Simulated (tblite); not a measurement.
# C5H13NSi: the cost of one run

Programs: tblite 0.8.0 and PySCF 2.14.0, with routines of our own; each step states its level. All values are computed. Atoms count from 0.

### 1 The starting structure

20 atoms, charge 0, multiplicity 1; geometry from: force field or distance geometry start.

### 2 Geometry optimisation with GFN2-xTB, one coordinate held

Job settings and geometry (Å):

```
{"job": {"kind": "relax", "xc": "GFN2-xTB", "basis": "xTB"}, "charge": 0, "multiplicity": 1}
C      3.117400     0.974600    -1.016300
C      2.391400     0.034800    -0.402200
C      1.017700     0.234200     0.154600
C     -0.011400    -0.687100    -0.542000
N     -1.407400    -0.549400    -0.058300
C     -1.550100    -1.065900     1.296900
Si    -2.429300     0.714000    -0.648100
H      3.943700     1.487500    -0.524600
H      2.879700     1.265000    -2.034000
H      2.833000    -0.955900    -0.247400
H      1.035400     0.039400     1.227500
H      0.701700     1.281000     0.027600
H      0.023600    -0.534800    -1.610800
H      0.308300    -1.740000    -0.402100
H     -1.020600    -2.009200     1.427900
H     -1.165600    -0.355900     2.055900
H     -2.594700    -1.266900     1.542900
H     -3.824500     0.383800    -0.258200
H     -2.283700     0.793400    -2.109900
H     -1.983300     1.973200     0.001600
```

Launch:

```sh
$ OMP_NUM_THREADS=1 python excited_run.py task.json out
```

One launch serves the whole session: the jobs run in the order shown.

**Question.** How long does this first job take on 1 thread of Intel Xeon Platinum 8259CL at 2.50GHz, shared host, and how much memory does it need?

About 2.6 s, with a peak of 0.18 GiB.
